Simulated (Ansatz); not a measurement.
# FH₄MoN₃: small, medium and large basis sets

One table from this session's results is given with a row withheld; the runs are named, their logs left out.

Computed with Ansatz 0.2.0, Gaussian basis. Level: one geometry, several basis sets.

The runs, in order: PBE0-D4/def2-SVP; ωB97M-V/def2-SVP; PBE0-D4/def2-QZVPP; ωB97M-V/def2-QZVPP; the functionals' def2-TZVPP values are taken from earlier runs.

1 further run of the same task is left out (for a known fault of the program).

### The geometry

The geometry comes from an earlier relaxation with PBE0-D4 in a triple-zeta def2 set; it is a stationary point, not always the lowest conformer. Mo takes the def2 core potential; no spin-orbit term is included.

SMILES `[NH]=[Mo](=[NH])([NH2])[F]`, 9 atoms, charge 0, spin multiplicity 1.

Atoms are counted from 1 here; the program's logs count them from 0.

Bond lengths: N1–Mo2 1.724 Å, N1–H6 1.011 Å, Mo2–N3 1.724 Å, Mo2–N4 1.929 Å, Mo2–F5 1.871 Å, N3–H7 1.011 Å, N4–H8 1.008 Å, N4–H9 1.008 Å. Angles: Mo2–N1–H6 154.9°, N1–Mo2–N3 112.0°, N1–Mo2–N4 106.7°, N1–Mo2–F5 109.5°, N3–Mo2–N4 106.7°, N3–Mo2–F5 109.5°, N4–Mo2–F5 112.5°, Mo2–N3–H7 154.9°, Mo2–N4–H8 122.8°, Mo2–N4–H9 122.8°, H8–N4–H9 111.5°.

Set-up of the first run:

Input file in.yaml:

```yaml
crystal:
  periodic: [false, false, false]
  atoms:
    - {symbol: N, position_ang: [-0.521393, 1.638744, -0.001762]}
    - {symbol: Mo, position_ang: [-0.020179, 0.071335, -0.515719]}
    - {symbol: N, position_ang: [1.687403, -0.131840, -0.392634]}
    - {symbol: N, position_ang: [-0.817352, -1.193806, 0.703468]}
    - {symbol: F, position_ang: [-0.556775, -0.206671, -2.286894]}
    - {symbol: H, position_ang: [-0.378273, 2.579615, 0.337954]}
    - {symbol: H, position_ang: [2.632261, 0.166813, -0.194663]}
    - {symbol: H, position_ang: [-0.324594, -2.001589, 1.052089]}
    - {symbol: H, position_ang: [-1.612597, -0.968902, 1.281261]}
basis:
  gaussian: {orbitals: def2-SVP}
hamiltonian: {xc: pbe0, dispersion: d4}
output: {orbitals: {seedname: orbitals}}
```

Started as:

```
> ansatz run in.yaml --threads 4 --pin off --events-out ev --progress --plain --max-ram 10444MiB
```

Steps of the session up to this table: PBE0-D4 in def2-SVP; ωB97M-V in def2-SVP; PBE0-D4 in def2-QZVPP; ωB97M-V in def2-QZVPP.

One table of the session follows, with a row left open; its other results are not shown here.

```
functional       basis  HOMO (eV)
   PBE0-D4    def2-SVP      -7.58
   PBE0-D4  def2-TZVPP      -7.70
   PBE0-D4  def2-QZVPP      -7.74
   ωB97M-V    def2-SVP      -9.81
   ωB97M-V  def2-TZVPP          ?
   ωB97M-V  def2-QZVPP      -9.99
```

Estimate the missing values for ωB97M-V, def2-TZVPP.

The run gave: HOMO (eV): -9.95. In the column «HOMO (eV)» it lies between ωB97M-V, def2-QZVPP (-9.99) and ωB97M-V, def2-SVP (-9.81).
